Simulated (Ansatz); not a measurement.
**Ge3PtS4: a trial structure relaxed**

Aim: relax a trial structure of Ge3PtS4 and see where it ends.

Program: Ansatz 0.2.0. Level of theory: DFT PBE, scalar-relativistic, plane waves, PAW. These are calculated values, not measurements.

## Step 1: The structure to begin with

It takes space group Im-3m (No. 229, cubic). Conventional cell: a = 6.510 Å, b = 6.510 Å, c = 6.510 Å, α = 90.00°, β = 90.00°, γ = 90.00°. Ge (site symmetry 4/mmm) is surrounded by 8 S at 2.82 Å. Pt (site symmetry m-3m) has 8 S at 2.82 Å as nearest neighbours. S (site symmetry -3m) has 6 Ge at 2.82 Å and 2 Pt at 2.82 Å as nearest neighbours.

As a file:

```
CELL_PARAMETERS angstrom
-3.25477 3.25477 3.25477
3.25477 -3.25477 3.25477
3.25477 3.25477 -3.25477
ATOMIC_POSITIONS crystal
Ge 0.00000 0.50000 0.50000
Ge 0.50000 0.00000 0.50000
Ge 0.50000 0.50000 0.00000
Pt 0.00000 0.00000 0.00000
S 0.50000 0.00000 0.00000
S 0.00000 0.50000 0.00000
S 0.00000 0.00000 0.50000
S 0.50000 0.50000 0.50000
```

Recipe of the guess: ordered mixture on the cation sites of caesium chloride (Im-3m, No. 229). Lengths come from tabulated atomic sizes and are only a guess.

## Step 2: Probe: one point on a coarse mesh

Contents of input.yaml:

```yaml
crystal:
  lattice:
    - [-3.25476586, 3.25476586, 3.25476586]
    - [3.25476586, -3.25476586, 3.25476586]
    - [3.25476586, 3.25476586, -3.25476586]
  atoms:
    - { symbol: Ge, position: [0.0, 0.5, 0.5] }
    - { symbol: Ge, position: [0.5, 0.0, 0.5] }
    - { symbol: Ge, position: [0.5, 0.5, 0.0] }
    - { symbol: Pt, position: [0.0, 0.0, 0.0] }
    - { symbol: S, position: [0.5, 0.0, 0.0] }
    - { symbol: S, position: [0.0, 0.5, 0.0] }
    - { symbol: S, position: [0.0, 0.0, 0.5] }
    - { symbol: S, position: [0.5, 0.5, 0.5] }
basis:
  ecutwfc: 420
kpoints:
  mp_grid: { grid: [4, 4, 4] }
hamiltonian:
  xc: pbe
scf:
  occupations: { method: gaussian, width: 0.1 }
  lower_state_search: "off"
output:
  forces: true
  stress: true
  eigenvalues: true
```

The run is started by

```
> ansatz run input.yaml --threads 1 --pin off --max-ram 2048MiB --backend cpu --events-out ev --progress --plain --runs-dir out
```

The program printed, shortened:

```text
[...]
SCF converged after 7 iterations
Free energy (F): -29014.201249 eV
[...]
E sigma→0 (E₀):  -29014.189711 eV
Entropy (-TS):   -0.023076 eV (-2.884 meV/atom)
Fermi energy:    11.026493 eV
[...]
--- Forces (eV/Å), atoms counted from 1 ---
  atom   1  Ge    -0.00000000    -0.00000000     0.00000000
  atom   2  Ge     0.00000000     0.00000000    -0.00000000
  atom   3  Ge     0.00000000     0.00000000     0.00000000
  atom   4  Pt    -0.00000000     0.00000000     0.00000000
  atom   5  S      0.00000000    -0.00000000    -0.00000000
  atom   6  S      0.00000000    -0.00000000     0.00000000
  atom   7  S     -0.00000000     0.00000000     0.00000000
  atom   8  S      0.00000000    -0.00000000     0.00000000
[...]
--- Stress (GPa, compression-positive) ---
        0.074098      -0.000000      -0.000000
        0.000000       0.074098      -0.000000
       -0.000000      -0.000000       0.074098
  P = ⅓ Tr σ = 0.0741 GPa (0.741 kbar)
--- Band table (eV; the first three rows and the last of 8) ---
[...]
```

It took 2.8 s on 1 thread of Arm Neoverse V2, shared host; peak memory 0.4 GiB.

The probe gives pressure 0.1 GPa, largest force 0.00 eV/Å, gap on this mesh none (metal). The coarse relaxation is skipped.

## Step 3: Spin check on a coarse mesh

Edit input.yaml of step 2 so:

```diff
@@ -9,3 +9,3 @@
     - { symbol: Ge, position: [0.5, 0.5, 0.0] }
-    - { symbol: Pt, position: [0.0, 0.0, 0.0] }
+    - { symbol: Pt, position: [0.0, 0.0, 0.0], spin: 1.0 }
     - { symbol: S, position: [0.5, 0.0, 0.0] }
@@ -27 +27,4 @@
   eigenvalues: true
+  populations: true
+magnetization:
+  spin_polarized: true
```

The run is started by

```
> ansatz run input.yaml --threads 1 --pin off --max-ram 2048MiB --backend cpu --events-out ev --progress --plain --runs-dir out
```

The program printed, shortened:

```text
[...]
SCF converged after 15 iterations
Magnetization: 0.0000 μB (42.0000 up, 42.0000 down)
Absolute magnetization: 0.0000 μB (∫|ρ↑−ρ↓|, with the PAW one-centre terms)
Spin contamination: 0.0000 ħ² per cell (⟨S²⟩ above its minimum at these occupations)
[...]
Free energy (F): -29014.201249 eV
[...]
E sigma→0 (E₀):  -29014.189711 eV
Entropy (-TS):   -0.023076 eV (-2.884 meV/atom)
Fermi energy:    11.026488 eV
[...]
--- Forces (eV/Å), atoms counted from 1 ---
  atom   1  Ge    -0.00000000    -0.00000000    -0.00000000
  atom   2  Ge     0.00000000     0.00000000    -0.00000000
  atom   3  Ge     0.00000000     0.00000000     0.00000000
  atom   4  Pt    -0.00000000     0.00000000     0.00000000
  atom   5  S      0.00000000    -0.00000000     0.00000000
  atom   6  S      0.00000000    -0.00000000     0.00000000
  atom   7  S      0.00000000     0.00000000    -0.00000000
  atom   8  S     -0.00000000    -0.00000000     0.00000000
[...]
--- Stress (GPa, compression-positive) ---
        0.074071      -0.000000      -0.000000
       -0.000000       0.074071      -0.000000
       -0.000000      -0.000000       0.074071
  P = ⅓ Tr σ = 0.0741 GPa (0.741 kbar)
--- Band table (eV; the first three rows and the last of 16) ---
[...]
--- Löwdin populations: 8 sites ---
  site symbol       q [e]    m [muB]
     0     Ge     13.7564    -0.0000
     1     Ge     13.7564    -0.0000
     2     Ge     13.7564    -0.0000
     3     Pt     17.6160    -0.0000
     4      S      6.1702     0.0000
     5      S      6.1702     0.0000
     6      S      6.1702     0.0000
     7      S      6.1702     0.0000
  spilling = 0.005170 (of n_electrons = 84.000000)
```

Run time: 10 s. Hardware: 1 thread of Arm Neoverse V2, shared host; peak memory 0.46 GiB.

Per atom:

```csv
atom,Löwdin electrons
Ge1,13.76
Ge2,13.76
Ge3,13.76
Pt4,17.62
S5,6.17
S6,6.17
S7,6.17
S8,6.17
```

The Löwdin counts miss 0.43 of the 84 electrons, which the atomic orbitals do not span, so they are no charges.

The same cell is solved with trial moments on Pt. The largest site moment that stays is 0.00 μB and the cell's total 0.00 μB. The workflow keeps spin only above 0.25 μB on a site, so the next run goes without spin.

(Part 1 of 2 ends here.)
